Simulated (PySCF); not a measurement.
# F3MoN (MoNF3): the cost of one run

Computed with PySCF 2.14.0 and routines of our own; the level stands in each step. Atoms count from 0.

### 1 The system as given

5 atoms, charge 0, multiplicity 1; geometry from: GFN2-xTB.

### 2 NMR shieldings: PBE0/pcJ-1 Mo:dyall-v2z, spin–orbit

The job: settings as JSON, then the geometry in Å.

```
{"job": {"kind": "hnmr", "xc": "PBE0", "basis": {"default": "pcJ-1", "Mo": "dyall-v2z"}, "rel": "so"}, "charge": 0, "multiplicity": 1}
Mo    -0.000990     0.000880    -0.088700
N      0.008820    -0.015650     1.611470
F      1.736650     0.009420    -0.516060
F     -0.875650     1.509940    -0.488920
F     -0.868830    -1.504590    -0.517790
```

With the program's defaults for keys left out, this is: PBE0/pcJ-1 Mo:dyall-v2z GIAO NMR shielding, X2C with spin-orbit coupling, screened-nuclear two-electron part, Gaussian nuclei, gas phase.

The run is started by

```
$ OMP_NUM_THREADS=1 python heavy_run.py task.json out
```

This one command runs all jobs of the session in turn.

Q: Estimate the wall time and peak memory of this first job on 1 thread of Arm Neoverse N1, shared host.

About 4.8 min, with a peak of 1.1 GiB.
